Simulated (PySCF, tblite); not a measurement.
**C3H11ClGeSi2: geometry, infrared bands and NMR shifts**

Aim: predict the infrared bands and NMR shifts of C3H11ClGeSi2 (`C[C@@H]1[SiH2][GeH2][Si@@H]1CCl`).

Computed with tblite 0.8.0 and PySCF 2.14.0, with density-fitted response routines of our own, on a single molecule in the gas phase. Atoms are numbered from 0 throughout.

## Step 1: The starting structure

18 atoms, charge 0, multiplicity 1; geometry from: force field or distance geometry start.

Bonds of the start (Å): C0–C1 1.51, C1–Si2 1.89, Si2–Ge3 2.29, Ge3–Si4 2.30, Si4–C5 1.88, C5–Cl6 1.78, Si4–C1 1.89, C0–H7 1.11, C0–H8 1.11, C0–H9 1.11, C1–H10 1.12, Si2–H11 1.47, Si2–H12 1.48, Ge3–H13 1.54, Ge3–H14 1.56, Si4–H15 1.47, C5–H16 1.10, C5–H17 1.10.

## Step 2: Optimising the geometry with GFN2-xTB

What the job is given:

```
{"job": {"kind": "relax", "xc": "GFN2-xTB", "basis": "xTB"}, "charge": 0, "multiplicity": 1}
C     -1.644700    -0.397500    -1.066900
C     -0.995400    -0.625900     0.277600
Si    -1.146400     0.861800     1.425700
Ge     1.129800     1.081700     1.571000
Si     0.890800    -0.736800     0.188900
C      1.571300    -0.356100    -1.518400
Cl     3.352900    -0.328000    -1.447600
H     -2.745900    -0.299400    -0.929200
H     -1.446800    -1.258000    -1.737700
H     -1.278600     0.533600    -1.537900
H     -1.403300    -1.539400     0.776900
H     -1.765800     0.502500     2.714000
H     -1.764300     2.020800     0.749600
H      1.685100     2.325900     0.848600
H      1.680900     0.701400     2.977900
H      1.415300    -1.976800     0.776000
H      1.247900    -1.133600    -2.227400
H      1.208600     0.630100    -1.853000
```

The run is started by

```console
$ OMP_NUM_THREADS=1 python probes_run.py task.json out
```

The driver reads the jobs from task.json and runs them one after another.

**Question.** This job is followed by: GFN2-xTB harmonic vibrations, gas phase; GIAO PBE0/pcSseg-1 NMR shielding, non-relativistic, gas phase. What will the session give for the following? strongest single infrared mode (GFN2-xTB); zero-point energy (GFN2-xTB); 13C shifts against TMS (PBE0/pcSseg-1); 1H shifts against TMS (PBE0/pcSseg-1, means over atoms taken as alike); 29Si shifts against TMS (PBE0/pcSseg-1); 73Ge shifts against GeMe4 (PBE0/pcSseg-1); 35Cl shifts against HCl (PBE0/pcSseg-1).

**Answer**, as computed:

| quantity | value |
| --- | --- |
| strongest single infrared mode (GFN2-xTB) | 1912 cm⁻¹, 517 km/mol |
| zero-point energy (GFN2-xTB) | 75.9 kcal/mol |
| 13C shifts against TMS (PBE0/pcSseg-1) | 29.2, 16.8, 14.2 ppm |
| 1H shifts against TMS (PBE0/pcSseg-1, means over atoms taken as alike) | 5.06, 4.78, 4.40, 4.10, 4.03, 3.30, 3.23, 1.45, 1.23 ppm |
| 29Si shifts against TMS (PBE0/pcSseg-1) | -4.2, -42.0 ppm |
| 73Ge shifts against GeMe4 (PBE0/pcSseg-1) | -324 ppm |
| 35Cl shifts against HCl (PBE0/pcSseg-1) | 5 ppm |

What this shows: The optimisation took 55 steps and gained 0.495 eV; among the close pairs (by a distance rule), Si2–Ge3 changed most, from 2.291 to 2.366 Å. The lowest mode is slightly imaginary (18i cm⁻¹), a soft motion within the noise of the Hessian, so the minimum is not strictly shown. The strongest single mode, at 1912 cm⁻¹, moves mainly H14 and H13. Unscaled tight-binding wavenumbers are off by several per cent, some by more. Its intensities can rank the bands wrongly. C5 (sp3 CH2 bonded to Cl and Si) lies farthest downfield among carbon, at 29.2 ppm; pulled downfield by the heteroatom. At PBE0/pcSseg-1: Shielding is most anisotropic at Cl6 (span 259 ppm, paramagnetic term -200 ppm). Spin-orbit coupling is left out, which matters for shieldings and couplings at and beside the heavy atoms.
